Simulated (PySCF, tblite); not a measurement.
**C5H5PSSi: geometry, infrared bands and NMR shifts**

Aim: predict the infrared bands and NMR shifts of C5H5PSSi (`C#Cc1pcc([SiH3])s1`).

Programs: tblite 0.8.0 and PySCF 2.14.0, with density-fitted response routines of our own. Each step states its level of theory. These are calculated values for one molecule in the gas phase, unless marked as measured. Atoms count from 0, in the outputs and in this text.

## (1) The molecule as given

13 atoms, charge 0, multiplicity 1; geometry from: force field or distance geometry start.

Bonds of the start (Å): C0–C1 1.21, C1–C2 1.42, C2–P3 1.83, P3–C4 1.82, C4–C5 1.40, C5–Si6 1.88, C5–S7 1.75, S7–C2 1.74, C0–H8 1.06, C4–H9 1.08, Si6–H10 1.48, Si6–H11 1.48, Si6–H12 1.50.

## (2) Relaxing the molecule with GFN2-xTB

The job: settings as JSON, then the geometry in Å.

```
{"job": {"kind": "relax", "xc": "GFN2-xTB", "basis": "xTB"}, "charge": 0, "multiplicity": 1}
C      4.081700     0.263100    -0.617300
C      2.920200     0.051100    -0.350200
C      1.567400    -0.213900    -0.010900
P      1.134400    -1.767300     0.857500
C     -0.617600    -1.256600     0.846000
C     -0.999100    -0.049600     0.256000
Si    -2.696100     0.743700     0.079000
S      0.302600     0.903700    -0.415300
H      5.096600     0.455700    -0.859100
H     -1.326200    -1.939900     1.300700
H     -2.729000     2.047300     0.783500
H     -3.029300     0.923400    -1.352100
H     -3.710100    -0.160100     0.707400
```

Run with:

```bash
> OMP_NUM_THREADS=1 python probes_run.py task.json out
```

One launch serves the whole session: the jobs run in the order shown.

**Question.** This job is followed by: GFN2-xTB harmonic vibrations, gas phase; GIAO PBE0/pcSseg-1 NMR shielding, non-relativistic, gas phase. What will the session give for the following? strongest single infrared mode (GFN2-xTB); zero-point energy (GFN2-xTB); ¹³C shifts against TMS (PBE0/pcSseg-1); ¹H shifts against TMS (PBE0/pcSseg-1, means over atoms taken as alike); ³¹P shifts against H3PO4 (PBE0/pcSseg-1); ²⁹Si shifts against TMS (PBE0/pcSseg-1); ³³S shifts against CS2 (PBE0/pcSseg-1); surface potential, 1st and 99th percentile.

As calculated:

```
                                                              quantity                                 value
                             strongest single infrared mode (GFN2-xTB)                  786 cm⁻¹, 538 km/mol
                                          zero-point energy (GFN2-xTB)                         45.3 kcal/mol
                                ¹³C shifts against TMS (PBE0/pcSseg-1)  178.2, 163.4, 153.9, 107.3, 82.3 ppm
¹H shifts against TMS (PBE0/pcSseg-1, means over atoms taken as alike)                  8.34, 4.75, 4.32 ppm
                              ³¹P shifts against H3PO4 (PBE0/pcSseg-1)                             273.8 ppm
                               ²⁹Si shifts against TMS (PBE0/pcSseg-1)                             -75.5 ppm
                                ³³S shifts against CS2 (PBE0/pcSseg-1)                               411 ppm
                                 surface potential, 1st and 99th percentile                    -0.69 V and 1.47 V
```

What this shows: The optimisation took 31 steps and gained 0.323 eV; among the close pairs (by a distance rule), C2–P3 changed most, from 1.832 to 1.727 Å. No mode is imaginary among the 33: a minimum at this level. GFN2-xTB is a fitted tight-binding method: band positions and strengths are rough. Its intensities can rank the bands wrongly. At PBE0/pcSseg-1: The widest tensor belongs to P3: span 635 ppm, with a paramagnetic part of -922 ppm. NICS(1)zz of -25 ppm above the planar ring from C2 marks a diatropic (aromatic) ring current. By nearest atom (PBE0/pcSseg-1), the HOMO sits on P3 25 %; C0, C2 about 21 % each and the LUMO on P3 26 %; C2 21 %.
